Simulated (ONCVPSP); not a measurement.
**Fe: generating and testing an ONCV potential**

Aim: build the potential from the settings below, then test how well it stands in for the atom: other configurations, scattering, ghost states and the plane-wave cutoff that it needs.

Method: ONCVPSP 4.0.1, PBE, scalar-relativistic.

**1. Settings**

Typed settings, in words:

| Quantity | Value |
| --- | --- |
| element | iron (Fe, Z = 26) |
| type | optimised norm-conserving Vanderbilt (ONCV) |
| frozen core | [Ar] |
| valence charge | 8 |
| reference configuration | 3d6 4s0.5 (charge +1.5) |
| partial waves | 4s: rc 2.30 bohr, ncon 4, nbas 8, qcut 3.4 1/bohr, 2 projectors, debl 3.9 Ha; p scattering state at 0.32 Ha: rc 2.05 bohr, ncon 3, nbas 6, qcut 4.1 1/bohr, 3 projectors, debl 3.4 Ha; 3d: rc 0.90 bohr, ncon 4, nbas 7, qcut 12.2 1/bohr, 2 projectors, debl 2.1 Ha; f scattering state at 0.17 Ha: rc 2.30 bohr, ncon 3, nbas 6, qcut 4.4 1/bohr, 1 projector |
| local potential | polynomial inside 0.80 bohr (lpopt 2, dvloc0 1 Ha) |
| core correction | Teter function, fcfact 2.5, rcfact 1.25 |

**2. Generating the potential**

Fe.dat

```
# ATOM AND REFERENCE CONFIGURATION
# atsym  z   nc   nv     iexc    psfile
  Fe 26.00    5    2        4      upf
#
#   n    l    f
    1    0    2.00
    2    0    2.00
    2    1    6.00
    3    0    2.00
    3    1    6.00
    3    2    6.00
    4    0    0.50
#
# PSEUDOPOTENTIAL AND OPTIMIZATION
# lmax
    3
#
#   l,   rc,      ep,       ncon, nbas, qcut
    0    2.30    0.00    4    8    3.40
    1    2.05    0.32    3    6    4.10
    2    0.90    0.00    4    7   12.20
    3    2.30    0.17    3    6    4.40
#
# LOCAL POTENTIAL
# lloc, lpopt,  rc(5),   dvloc0
    4    2    0.80    1.00
#
# VANDERBILT-KLEINMAN-BYLANDER PROJECTORs
# l, nproj, debl
    0    2    3.90
    1    3    3.40
    2    2    2.10
    3    1    1.90
#
# MODEL CORE CHARGE
# icmod, fcfact, rcfact
    3    2.50    1.25
#
# LOG DERIVATIVE ANALYSIS
# epsh1, epsh2, depsh
   -2.00    5.00    0.02
#
# OUTPUT GRID
# rlmax, drl
    6.00    0.01
#
# TEST CONFIGURATIONS
# ncnf
    4
# nvcnf
#   n    l    f
    2
    3    2    6.00
    4    0    2.00
#
    2
    3    2    6.00
    4    0    1.00
#
    2
    3    2    6.00
    4    0    0.00
#
    3
    3    2    6.00
    4    0    1.00
    4    1    1.00
#
```

Run with:

```sh
$ oncvpsp.x < Fe.dat > Fe.out
```

Before running it: what results should come out? Wanted: cutoffs for 1 and 0.1 mHa per electron, occupied waves; bound ghosts; GHOST(+) flags; largest test error; largest phase difference near zero energy, channels read; rms error of d²Exc/dn², without and with the model core; projector energies reset by the program.

**Answer**, as computed:

| quantity | value |
| --- | --- |
| cutoffs for 1 and 0.1 mHa per electron, occupied waves | 167 Ha and 217 Ha |
| bound ghosts | none below the valence levels; a pole at negative energy in s is suspect |
| GHOST(+) flags | s at -4 eV, p at 202 eV, f at 48 eV |
| largest test error (AE − PS) | +38 meV, for 3d6 4s2 |
| largest phase difference near zero energy, channels read | 3.137 rad |
| rms error of d²Exc/dn², without and with the model core | 13.20 and 9.59 mHa |
| projector energies reset by the program | p: 0.050, 3.450, 6.850 Ha |

**Reading.** By total energies transferability is fair: the largest error is 38 meV on 15.8 eV, for 3d6 4s2. It counts as very hard, with 167 Ha needed at the looser tolerance. At the looser tolerance the 3d wave is the slowest; 4s needs 5 Ha. The ghost test, which looks below the valence levels, finds nothing, but the pseudo curve has an extra pole at negative energy (s at -0.14 Ha): a spurious bound state among the atom's levels is likely, and the file can't be cleared. Of the channels read, s scatters worst near zero energy, by up to 3.14 rad. A step near π is an extra or missing state, not a misfit of shape. The pseudo curves have a pole with no partner nearby in the atom's: s at -0.14 Ha. The program also flags highly localised states, GHOST(+) (s, p, f). These are tests on the free atom; a crystal test is still owed.
